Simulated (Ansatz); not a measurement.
**C3H11GaSi: up Jacob's ladder to CCSD(T)**

The task here is to estimate one member of a computed series from the others.

Program: Ansatz 0.2.0, Gaussian basis. Level of theory: functionals in def2-TZVPP, the program's frozen cores in correlated methods. These are calculated values, not measurements.

The runs, in order: LDA (SPW92), PBE-D4, revPBE-D4, BLYP-D4, r2SCAN-D4, B97M-V, PBE0-D4, B3LYP-D4, r2SCANh-D4, r2SCAN0-D4, HSE06-D4, BHLYP-D4, CAM-B3LYP-D4, LC-ωPBE, ωB97X-V, ωB97M-V, B2PLYP, PBE-QIDH; CCSD(T)/def2-SVP; CCSD(T)/def2-TZVPP; MP2/def2-QZVPP; extrapolation to the limit; RPA on PBE.

## Structure used throughout

An earlier PBE0-D4 in a triple-zeta def2 set relaxation fixed the geometry.

SMILES `C[Si](C)(C)[GaH2]`, 16 atoms, charge 0, spin multiplicity 1.

Atoms are counted from 1 here; the program's logs count them from 0.

Bond lengths: C1–Si2 1.884 Å, C1–H6 1.095 Å, C1–H7 1.093 Å, C1–H8 1.093 Å, Si2–C3 1.885 Å, Si2–C4 1.880 Å, Si2–Ga5 2.423 Å, C3–H9 1.093 Å, C3–H10 1.093 Å, C3–H11 1.095 Å, C4–H12 1.093 Å, C4–H13 1.094 Å, C4–H14 1.093 Å, Ga5–H15 1.582 Å, Ga5–H16 1.581 Å. Angles: Si2–C1–H6 110.2°, Si2–C1–H7 111.7°, Si2–C1–H8 111.4°, H6–C1–H7 107.7°, H6–C1–H8 107.9°, H7–C1–H8 107.9°, C1–Si2–C3 108.5°, C1–Si2–C4 109.0°, C1–Si2–Ga5 109.6°, C3–Si2–C4 108.9°, C3–Si2–Ga5 108.9°, C4–Si2–Ga5 111.8°, Si2–C3–H9 111.7°, Si2–C3–H10 111.4°, Si2–C3–H11 110.1°, H9–C3–H10 107.9°, H9–C3–H11 107.7°, H10–C3–H11 107.9° and more.

Set-up of the first run:

The input, in.yaml:

```yaml
crystal:
  periodic: [false, false, false]
  atoms:
    - {symbol: C, position_ang: [-0.647759, 0.624733, -1.645321]}
    - {symbol: Si, position_ang: [-0.010613, -0.019945, 0.005769]}
    - {symbol: C, position_ang: [1.723464, 0.662433, 0.286803]}
    - {symbol: C, position_ang: [0.076915, -1.897061, -0.062402]}
    - {symbol: Ga, position_ang: [-1.457088, 0.748845, 1.790838]}
    - {symbol: H, position_ang: [0.022849, 0.318581, -2.454502]}
    - {symbol: H, position_ang: [-1.643031, 0.235167, -1.873859]}
    - {symbol: H, position_ang: [-0.705280, 1.715918, -1.650966]}
    - {symbol: H, position_ang: [2.155071, 0.297204, 1.222128]}
    - {symbol: H, position_ang: [1.722316, 1.754653, 0.320622]}
    - {symbol: H, position_ang: [2.385493, 0.352370, -0.528004]}
    - {symbol: H, position_ang: [-0.908166, -2.335078, -0.241718]}
    - {symbol: H, position_ang: [0.741246, -2.223018, -0.868790]}
    - {symbol: H, position_ang: [0.457341, -2.310937, 0.874759]}
    - {symbol: H, position_ang: [-1.782731, 2.286383, 1.972557]}
    - {symbol: H, position_ang: [-2.130027, -0.210255, 2.852075]}
basis:
  gaussian: {orbitals: def2-TZVPP}
hamiltonian: {xc: lda}
output: {orbitals: {seedname: orbitals}}
```

Steps of the session up to this table: LDA; PBE-D4 (GGA); revPBE-D4 (GGA); BLYP-D4 (GGA); r2SCAN-D4 (meta-GGA); B97M-V (meta-GGA); PBE0-D4 (hybrid); B3LYP-D4 (hybrid); r2SCANh-D4 (hybrid); r2SCAN0-D4 (hybrid); HSE06-D4 (hybrid); BHLYP-D4 (hybrid); CAM-B3LYP-D4 (range-separated); LC-ωPBE (range-separated); ωB97X-V (range-separated); ωB97M-V (range-separated); B2PLYP (double hybrid); PBE-QIDH (double hybrid).

One table of the session follows, with a row left open; its other results are not shown here.

It belongs to the step «Frontier levels by functional». 

| functional | HOMO (eV) | LUMO (eV) | gap (eV) |
| --- | --- | --- | --- |
| LDA (SPW92) | -5.88 | -2.87 | 3.01 |
| PBE-D4 | -5.79 | -2.61 | 3.18 |
| revPBE-D4 | -5.74 | -2.49 | 3.26 |
| BLYP-D4 | -5.67 | -2.55 | 3.13 |
| r2SCAN-D4 | -6.02 | -2.40 | 3.62 |
| B97M-V | -6.09 | -2.59 | 3.49 |
| PBE0-D4 | -6.84 | -1.83 | 5.01 |
| B3LYP-D4 | -6.67 | -2.09 | 4.59 |
| r2SCANh-D4 | -6.40 | -2.12 | 4.29 |
| r2SCAN0-D4 | -6.99 | -1.71 | 5.28 |
| HSE06-D4 | -6.45 | -2.19 | 4.26 |
| BHLYP-D4 | -7.82 | -1.08 | 6.74 |
| CAM-B3LYP-D4 | -8.10 | -0.93 | 7.18 |
| LC-ωPBE | -9.36 | 0.26 | 9.62 |
| ωB97X-V | ? | ? | ? |
| ωB97M-V | -8.86 | -0.15 | 8.71 |

**Question.** Estimate the row for ωB97X-V.

As computed: HOMO (eV): -9.06; LUMO (eV): 0.08; gap (eV): 9.14. In the column «HOMO (eV)» it lies between LC-ωPBE (-9.36) and ωB97M-V (-8.86).
